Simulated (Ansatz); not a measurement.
# Li4Mg5Cl14: the cost of one run

All numbers below are computed with Ansatz 0.2.0 (DFT PBE, scalar-relativistic, plane waves, PAW).

## Step 1: The system as given

The cell holds 23 atoms (Cl14Li4Mg5): a = 8.308 Å, b = 8.470 Å, c = 8.232 Å, α = 85.84°, β = 90.35°, γ = 91.58°.

It is the last frame of an earlier stage of the same melt, run at 1150 K.

The coordinates stand in the first input below.

## Step 2: Dynamics at 640 K

One k point, a Fermi-Dirac width of 0.055 eV and a fixed cell.

input.yaml

```yaml
crystal:
  lattice:
    - [8.306909, -0.115249, -0.023307]
    - [-0.115249, 8.464091, 0.303141]
    - [-0.023307, 0.303141, 8.226014]
  atoms:
    - { symbol: Mg, position: [0.3780544206, 0.6662449947, 0.6416223527] }
    - { symbol: Mg, position: [0.1060234424, 0.2080125996, 0.5288659585] }
    - { symbol: Mg, position: [0.8921795493, 0.7266315118, 0.6071400793] }
    - { symbol: Mg, position: [0.660950739, 0.9551288591, 0.0264573798] }
    - { symbol: Mg, position: [0.4069802343, 0.5613573953, 0.1848036517] }
    - { symbol: Cl, position: [0.3938811828, 0.2084861937, 0.5423671655] }
    - { symbol: Cl, position: [0.649554515, 0.233871661, 0.9979797967] }
    - { symbol: Cl, position: [0.1624711249, 0.3125084231, 0.1178061128] }
    - { symbol: Cl, position: [0.9134442771, 0.8294784189, 0.0607506416] }
    - { symbol: Cl, position: [0.4280762805, 0.5023395832, 0.8572080067] }
    - { symbol: Cl, position: [0.1692424297, 0.7930141413, 0.7340154134] }
    - { symbol: Cl, position: [0.888282079, 0.3829183996, 0.4384371244] }
    - { symbol: Cl, position: [0.9927636186, 0.1551272001, 0.7728196661] }
    - { symbol: Cl, position: [0.2148298297, 0.5767180484, 0.3970383477] }
    - { symbol: Cl, position: [0.9209824109, 0.9558581398, 0.4282085478] }
    - { symbol: Cl, position: [0.6298029718, 0.7324146227, 0.3583467696] }
    - { symbol: Cl, position: [0.6660289399, 0.8667144948, 0.7432466461] }
    - { symbol: Cl, position: [0.8416155168, 0.5188437246, 0.8415087529] }
    - { symbol: Cl, position: [0.3825992206, 0.818960109, 0.0724664788] }
    - { symbol: Li, position: [0.6859833872, 0.1500884813, 0.640329439] }
    - { symbol: Li, position: [0.90831653, 0.3687897553, 0.1435918388] }
    - { symbol: Li, position: [0.2533728001, 0.2104661899, 0.8763129975] }
    - { symbol: Li, position: [0.0387880013, 0.6249472958, 0.9649368371] }
  symmetry: { detect: false }
basis:
  ecutwfc: 420
  xc_grid: 1
kpoints:
  mp_grid: { grid: [1, 1, 1], shift: [0.0, 0.0, 0.0] }
hamiltonian:
  xc: pbe
scf:
  occupations: { method: fermi_dirac, width: 0.0552 }
  lower_state_search: "off"
  convergence: { dr2_threshold: 1.0e-05 }
output:
  forces: true
  stress: true
md:
  timestep: 1.5
  n_steps: 229
  ensemble: nvt_langevin
  friction: 0.03
  temperature: 640.0
  initial_velocities: maxwell_boltzmann
  seed: 57479
```

Started as:

```bash
ansatz run input.yaml --threads 2 --pin off --max-ram 5120MiB --backend cpu --events-out ev --progress --plain --runs-dir out
```

**Question.** How long does this run take on 2 threads of Arm Neoverse V2, shared host, and how much memory does it need?

About 4.1 min, with a peak of 0.53 GiB.
